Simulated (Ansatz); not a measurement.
**CH7N3OW: basis-set convergence**

How large a basis does CH7N3OW need? Two functionals are run in growing sets.

The runs use Ansatz 0.2.0, Gaussian basis; one geometry, several basis sets.

Plan: PBE0-D4/def2-SVP; ωB97M-V/def2-SVP; PBE0-D4/def2-QZVPP; ωB97M-V/def2-QZVPP; the functionals' def2-TZVPP values are taken from earlier runs.

## 1. The relaxed structure

The geometry comes from an earlier relaxation with PBE0-D4 in a triple-zeta def2 set; it is a stationary point, not always the lowest conformer. W takes the def2 core potential; no spin-orbit term is included.

SMILES `C[N]=[W]([NH2])([NH2])=[O]`, 13 atoms, charge 0, spin multiplicity 1.

Atoms are counted from 1 here; the program's logs count them from 0.

Bond lengths: C1–N2 1.419 Å, C1–H7 1.096 Å, C1–H8 1.096 Å, C1–H9 1.096 Å, N2–W3 1.755 Å, W3–N4 1.957 Å, W3–N5 1.957 Å, W3–O6 1.718 Å, N4–H10 1.007 Å, N4–H11 1.008 Å, N5–H12 1.008 Å, N5–H13 1.007 Å. Angles: N2–C1–H7 110.2°, N2–C1–H8 110.2°, N2–C1–H9 112.3°, H7–C1–H8 107.3°, H7–C1–H9 108.3°, H8–C1–H9 108.3°, C1–N2–W3 154.8°, N2–W3–N4 105.9°, N2–W3–N5 105.9°, N2–W3–O6 114.2°, N4–W3–N5 112.9°, N4–W3–O6 109.0°, N5–W3–O6 109.0°, W3–N4–H10 125.0°, W3–N4–H11 123.0°, H10–N4–H11 111.4°, W3–N5–H12 123.0°, W3–N5–H13 125.0° and more.

## 2. PBE0-D4 in def2-SVP

Contents of in.yaml:

```yaml
crystal:
  periodic: [false, false, false]
  atoms:
    - {symbol: C, position_ang: [-0.645627, -1.636039, 1.571473]}
    - {symbol: N, position_ang: [-0.116064, -0.719289, 0.625927]}
    - {symbol: W, position_ang: [-0.181542, 0.656841, -0.461872]}
    - {symbol: N, position_ang: [0.232272, -0.046302, -2.240693]}
    - {symbol: N, position_ang: [1.164805, 1.919180, 0.189094]}
    - {symbol: O, position_ang: [-1.707399, 1.443687, -0.512733]}
    - {symbol: H, position_ang: [-0.571395, -2.660088, 1.189230]}
    - {symbol: H, position_ang: [-0.071828, -1.592926, 2.503774]}
    - {symbol: H, position_ang: [-1.696300, -1.431671, 1.804986]}
    - {symbol: H, position_ang: [0.633605, -0.950642, -2.425645]}
    - {symbol: H, position_ang: [-0.058646, 0.409006, -3.092090]}
    - {symbol: H, position_ang: [1.127980, 2.908401, -0.003060]}
    - {symbol: H, position_ang: [1.890139, 1.699822, 0.851608]}
basis:
  gaussian: {orbitals: def2-SVP}
hamiltonian: {xc: pbe0, dispersion: d4}
output: {orbitals: {seedname: orbitals}}
```

Launch:

```bash
> ansatz run in.yaml --threads 4 --pin off --events-out ev --progress --plain --max-ram 11315MiB
```

Further steps of the session: ωB97M-V in def2-SVP; PBE0-D4 in def2-QZVPP; ωB97M-V in def2-QZVPP.

Before running them: what should the planned runs give, taken together? Wanted: PBE0-D4: double and triple zeta above quadruple; ωB97M-V: double and triple zeta above quadruple.

The runs gave:

| quantity | value |
| --- | --- |
| PBE0-D4: double and triple zeta above quadruple | 10.22, 0.47 eV |
| ωB97M-V: double and triple zeta above quadruple | 10.56, 0.44 eV |

In words: For PBE0-D4 the step from double to triple zeta gains 9.75 eV and the next only 0.47 eV. Total energies overstate the basis error of differences, where much of it tends to cancel. The LUMO of ωB97M-V is positive and keeps falling with the basis (1.67 to 0.83 eV): an unbound level that the basis holds in place.
